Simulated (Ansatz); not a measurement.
**CH₆O₂Si: geometry optimisation**

The task is to find a stationary geometry of CH₆O₂Si.

Computed with Ansatz 0.2.0, Gaussian basis. Level: RKS PBE0-D4/def2-TZVP.

Levels to be run: relaxation at PBE0-D4/def2-TZVP.

1 further run of the same task is left out (set aside as unsound or not needed).

**1. The system as given**

SMILES `C[SiH](O)O`, 10 atoms, charge 0, spin multiplicity 1.

Atoms are counted from 1 here; the program's logs count them from 0.

Bond lengths: C1–Si2 1.892 Å, C1–H5 1.086 Å, C1–H6 1.084 Å, C1–H7 1.087 Å, Si2–O3 1.620 Å, Si2–O4 1.637 Å, Si2–H8 1.465 Å, O3–H9 0.954 Å, O4–H10 0.951 Å. Angles: Si2–C1–H5 111.6°, Si2–C1–H6 110.9°, Si2–C1–H7 111.4°, H5–C1–H6 107.5°, H5–C1–H7 107.8°, H6–C1–H7 107.5°, C1–Si2–O3 107.4°, C1–Si2–O4 113.1°, C1–Si2–H8 111.8°, O3–Si2–O4 105.3°, O3–Si2–H8 110.4°, O4–Si2–H8 108.6°, Si2–O3–H9 119.5°, Si2–O4–H10 120.4°.

The start is a GFN2-xTB geometry.

**2. Optimising with PBE0-D4/def2-TZVP**

in.yaml

```yaml
crystal:
  periodic: [false, false, false]
  atoms:
    - {symbol: C, position_ang: [-0.336480, 0.722000, 1.119930]}
    - {symbol: Si, position_ang: [0.406200, -0.308820, -0.282580]}
    - {symbol: O, position_ang: [-0.157190, -1.819930, -0.124000]}
    - {symbol: O, position_ang: [-0.080730, 0.181700, -1.767030]}
    - {symbol: H, position_ang: [0.006020, 1.752300, 1.083640]}
    - {symbol: H, position_ang: [-0.054930, 0.319030, 2.086350]}
    - {symbol: H, position_ang: [-1.422190, 0.731530, 1.073790]}
    - {symbol: H, position_ang: [1.870330, -0.302270, -0.244640]}
    - {symbol: H, position_ang: [-0.283670, -2.357590, -0.901360]}
    - {symbol: H, position_ang: [0.052640, 1.082060, -2.044100]}
basis:
  gaussian: {orbitals: def2-TZVP}
hamiltonian: {xc: pbe0, dispersion: d4}
relax: {f_tol: 0.005, max_steps: 150}
```

On the command line:

```bash
ansatz run in.yaml --threads 2 --pin off --events-out ev --progress --plain --max-ram 32768MiB --backend cpu
```

**Question.** What will the summary of the whole plan be? Wanted: point group; shift from the start; total energy; dispersion term; dipole moment.

As calculated:

```
                  quantity           value
               point group              C1
                     steps              25
shift from the start (rms)         0.237 Å
              total energy  -13103.1874 eV
           dispersion term        -142 meV
             dipole moment          1.74 D
```

The atoms moved 0.24 Å (rms) from the start; the bond that changed most is C1–Si2, from 1.892 to 1.847 Å. No vibrations were run, so it is not proven to be a minimum. The largest Mulliken charge, +0.57 e, sits on Si2.
